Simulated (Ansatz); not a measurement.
# H on Li (001)

The task, for Li: compare the adsorption sites of H.

Method: DFT r2SCAN, scalar-relativistic, plane waves, PAW, in Ansatz 0.2.0.

1 further run of the same task is left out (set aside as unsound or not needed).

**1. The structure to begin with**

The structure is trigonal, space group P3m1 (No. 156). Conventional cell: a = 3.093 Å, b = 3.093 Å, c = 24.596 Å, α = 90.00°, β = 90.00°, γ = 120.00°. Li (site symmetry 3m) is surrounded by 9 Li at 3.09 to 3.10 Å. Around Li (site symmetry 3m) lie 12 Li at 3.09 to 3.13 Å. Li (site symmetry 3m) has 12 Li at 3.02 to 3.13 Å as nearest neighbours. Li (site symmetry 3m) is surrounded by 9 Li at 3.02 to 3.09 Å.

As a file:

```
Li
1.0
     3.09261    0.00000    0.00000
    -1.54631    2.67828    0.00000
     0.00000    0.00000   24.59622
Li
4
Direct
  0.66667 0.33333 0.34558
  0.33333 0.66667 0.44853
  0.66667 0.33333 0.55319
  0.33333 0.66667 0.65239
```

Miller indices refer to the conventional cell of the relaxed bulk, P6_3/mmc (No. 194): a = 3.093 Å, b = 3.093 Å, c = 5.064 Å, α = 90.00°, β = 90.00°, γ = 120.00°.

It is a (001) slab, 7.6 Å thick as cut, with 17 Å of vacuum; its outer planes are Li (top) and Li (bottom). An earlier relaxation, lower half held, gave -820.0260 eV, work function 3.24 eV (top face), 3.29 eV (bottom face).

**2. H at the top (Li) site**

File input.yaml:

```yaml
crystal:
  lattice:
    - [3.0926129057, 0.0, 0.0]
    - [-1.5463064529, 2.6782813404, 0.0]
    - [0.0, 0.0, 26.5962151022]
  atoms:
    - { symbol: Li, position: [0.6666666667, 0.3333333333, 0.3195943471] }
    - { symbol: Li, position: [0.3333333333, 0.6666666667, 0.4147985591] }
    - { symbol: Li, position: [0.6666666667, 0.3333333333, 0.5115896753] }
    - { symbol: Li, position: [0.3333333333, 0.6666666667, 0.6033286845] }
    - { symbol: H, position: [0.3333333333, 0.6666666667, 0.6634876205] }
basis:
  ecutwfc: 500
kpoints:
  mp_grid: { grid: [9, 9, 1] }
hamiltonian:
  xc: r2scan
scf:
  occupations: { method: gaussian, width: 0.1 }
output:
  forces: true
  eigenvalues: true
relax:
  adjacent_minimum: "off"
  f_tol: 0.03
  max_steps: 70
  constraints: [{ sites: [0, 1] }]
efield:
  axis: 3
  dipole_correction: true
```

Further runs follow: start: H, hollow (nearest Li); H put at a bridge (Li-Li) site.

Before running it: what results should come out? Wanted: H: lowest end.

**Answer**, as computed:

```
     quantity                                                                  value
H: lowest end  E_ads -3.03 eV, from the bridge (Li-Li) start, 3 bonded, -0.21 Å high
```

What this shows: The strongest binding of H is 3.03 eV, a strong chemical bond when counted from the free atom, not from the element's molecule or solid; the ends span 2.34 eV. On the way to the lowest end the anchoring atom slid 0.8 Å from where it was put. It lowers the work function by 0.84 eV, as a dipole layer with its positive end outwards does. The slab runs have no spin polarisation, while the free adsorbate has its spin; a moment that survived on the surface would lower E_ads. A start on a symmetric site keeps its symmetry, so an end may be a saddle point and not a minimum.
